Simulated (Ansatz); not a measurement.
# AgF₃H₆NPSi₂: small, medium and large basis sets

Aim: see how fast density functionals converge with the basis set for AgF₃H₆NPSi₂.

The runs use Ansatz 0.2.0, Gaussian basis; one geometry, several basis sets.

Plan: PBE0-D4/def2-SVP; ωB97M-V/def2-SVP; PBE0-D4/def2-QZVPP; ωB97M-V/def2-QZVPP; the functionals' def2-TZVPP values are taken from earlier runs.

### 1 The geometry

An earlier PBE0-D4 in a triple-zeta def2 set relaxation fixed the geometry. Ag takes the def2 core potential; no spin-orbit term is included.

SMILES `F[P+](F)(F)[Ag-][N]([SiH3])[SiH3]`, 14 atoms, charge 0, spin multiplicity 1.

Atoms are counted from 1 here; the program's logs count them from 0.

Bond lengths: F1–P2 1.547 Å, P2–F3 1.547 Å, P2–F4 1.546 Å, P2–Ag5 2.261 Å, Ag5–N6 2.025 Å, N6–Si7 1.708 Å, N6–Si8 1.709 Å, Si7–H9 1.494 Å, Si7–H10 1.495 Å, Si7–H11 1.495 Å, Si8–H12 1.494 Å, Si8–H13 1.495 Å, Si8–H14 1.495 Å. Angles: F1–P2–F3 99.5°, F1–P2–F4 99.8°, F1–P2–Ag5 118.3°, F3–P2–F4 99.8°, F3–P2–Ag5 118.2°, F4–P2–Ag5 117.6°, P2–Ag5–N6 179.8°, Ag5–N6–Si7 117.6°, Ag5–N6–Si8 117.4°, Si7–N6–Si8 124.9°, N6–Si7–H9 110.0°, N6–Si7–H10 112.7°, N6–Si7–H11 113.1°, H9–Si7–H10 107.3°, H9–Si7–H11 106.9°, H10–Si7–H11 106.5°, N6–Si8–H12 109.9°, N6–Si8–H13 113.2° and more.

### 2 PBE0-D4 in def2-SVP

in.yaml

```yaml
crystal:
  periodic: [false, false, false]
  atoms:
    - {symbol: F, position_ang: [-4.032371, 0.985612, 1.020466]}
    - {symbol: P, position_ang: [-2.620228, 1.528482, 1.341777]}
    - {symbol: F, position_ang: [-2.715860, 1.591175, 2.884107]}
    - {symbol: F, position_ang: [-2.828905, 3.022505, 1.003172]}
    - {symbol: Ag, position_ang: [-0.836279, 0.486420, 0.422855]}
    - {symbol: N, position_ang: [0.757830, -0.449689, -0.402899]}
    - {symbol: Si, position_ang: [1.758742, 0.461154, -1.445705]}
    - {symbol: Si, position_ang: [1.018443, -2.083585, 0.023135]}
    - {symbol: H, position_ang: [1.182837, 1.825759, -1.643097]}
    - {symbol: H, position_ang: [1.900863, -0.160785, -2.797305]}
    - {symbol: H, position_ang: [3.144736, 0.645842, -0.916794]}
    - {symbol: H, position_ang: [-0.097255, -2.568026, 0.891358]}
    - {symbol: H, position_ang: [2.286869, -2.297728, 0.784651]}
    - {symbol: H, position_ang: [1.080576, -2.987136, -1.165732]}
basis:
  gaussian: {orbitals: def2-SVP}
hamiltonian: {xc: pbe0, dispersion: d4}
output: {orbitals: {seedname: orbitals}}
```

On the command line:

```console
> ansatz run in.yaml --threads 4 --pin off --events-out ev --progress --plain --max-ram 66560MiB --backend cpu
```

Further steps of the session: ωB97M-V in def2-SVP; PBE0-D4 in def2-QZVPP; ωB97M-V in def2-QZVPP.

**Question.** What will the summary of the whole plan be? Wanted: PBE0-D4: double and triple zeta above quadruple; ωB97M-V: double and triple zeta above quadruple.

The runs gave:

| quantity | value |
| --- | --- |
| PBE0-D4: double and triple zeta above quadruple | 24.30, 1.51 eV |
| ωB97M-V: double and triple zeta above quadruple | 24.54, 1.41 eV |

PBE0-D4 gains 22.79 eV from double to triple zeta, then 1.51 eV more. These are total energies; as a rule much of such shifts cancels in differences, which this series doesn't test.
